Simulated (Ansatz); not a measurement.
# Os (Osmium): the cost of one run

Program: Ansatz 0.2.0, driven from Python. Level of theory: DFT PBE, plane waves, PAW. These are calculated values, not measurements.

## Step 1: The structure

It takes space group P6_3/mmc (No. 194, hexagonal). Conventional cell: a = 2.734 Å, b = 2.734 Å, c = 4.320 Å, α = 90.00°, β = 90.00°, γ = 120.00°. Os (site symmetry -6m2) has 12 Os at 2.68 to 2.73 Å as nearest neighbours.

The script holds or builds the structure itself.

## Step 2: Script

File os_run.py:

```python
'''Equation of state of Os.'''

import ansatz as az
import numpy as np
from scipy.optimize import curve_fit

XC = 'pbe'
CUTOFF_EV = 500
KGRID = (11, 11, 6)

VECTORS = np.array([
    [2.7341, 0.0, 0.0],
    [-1.36705, 2.3678, 0.0],
    [0.0, 0.0, 4.3197],
])
SITES = [
    ('Os', (1 / 3, 2 / 3, 0.25)),
    ('Os', (2 / 3, 1 / 3, 0.75)),
]


def build(cell):
    crystal = az.Crystal(lattice=az.Lattice.of(cell))
    for symbol, position in SITES:
        crystal = crystal.atom(symbol, position)
    return crystal

def vinet(v, e0, v0, b0, b1):
    eta = (v / v0) ** (1 / 3)
    return e0 + 2 * b0 * v0 / (b1 - 1) ** 2 * (2 - (5 + 3 * b1 * (eta - 1) - 3 * eta) * np.exp(-1.5 * (b1 - 1) * (eta - 1)))

# uniform scaling of the cell
volumes, energies = [], []
for scale in np.linspace(0.9, 1.1, 9):
    cell = VECTORS * scale ** (1 / 3)
    setup = (
        build(cell).calculation()
        .functional(XC)
        .occupations(az.OccupationsMethod.FERMI_DIRAC)
        .basis(CUTOFF_EV)
        .kpoints(*KGRID)
    )
    report = setup.run(threads=1).report
    volumes.append(abs(np.linalg.det(cell)) / len(SITES))
    energies.append(report['free_energy_ev'] / len(SITES))
    print(f'V = {volumes[-1]:8.4f} A^3/atom  F = {energies[-1]:.5f} eV/atom')

guess = (min(energies), volumes[int(np.argmin(energies))], 0.5, 4.5)
(e0, v0, b0, b1), _ = curve_fit(vinet, np.array(volumes), np.array(energies), p0=guess, maxfev=20000)
print(f'Vinet fit: V0 = {v0:.4f} A^3/atom, B0 = {160.21766 * b0:.1f} GPa, B1 = {b1:.2f}')
print('largest residual', round(1000 * float(np.abs(vinet(np.array(volumes), e0, v0, b0, b1) - energies).max()), 3), 'meV/atom')
```

## Step 3: The input behind the calls

The package turns the script's settings into the engine's input (first run):

```yaml
crystal:
  lattice:
    - [2.6397445264502526, 0.0, 0.0]
    - [-1.3198722632251263, 2.28608576486921, 0.0]
    - [0.0, 0.0, 4.170624494680939]
  atoms:
    - { symbol: Os, position: [0.3333333333333333, 0.6666666666666666, 0.25] }
    - { symbol: Os, position: [0.6666666666666666, 0.3333333333333333, 0.75] }
basis:
  ecutwfc: 500.0
kpoints:
  mp_grid:
    grid: [11, 11, 6]
hamiltonian:
  xc: pbe
scf:
  occupations:
    method: fermi_dirac
```

## Step 4: Running it

Started as:

```
> python os_run.py
```

Q: Estimate wall time and peak memory on 1 thread of Arm Neoverse V2, shared host.

About 13 s, with a peak of 0.42 GiB.
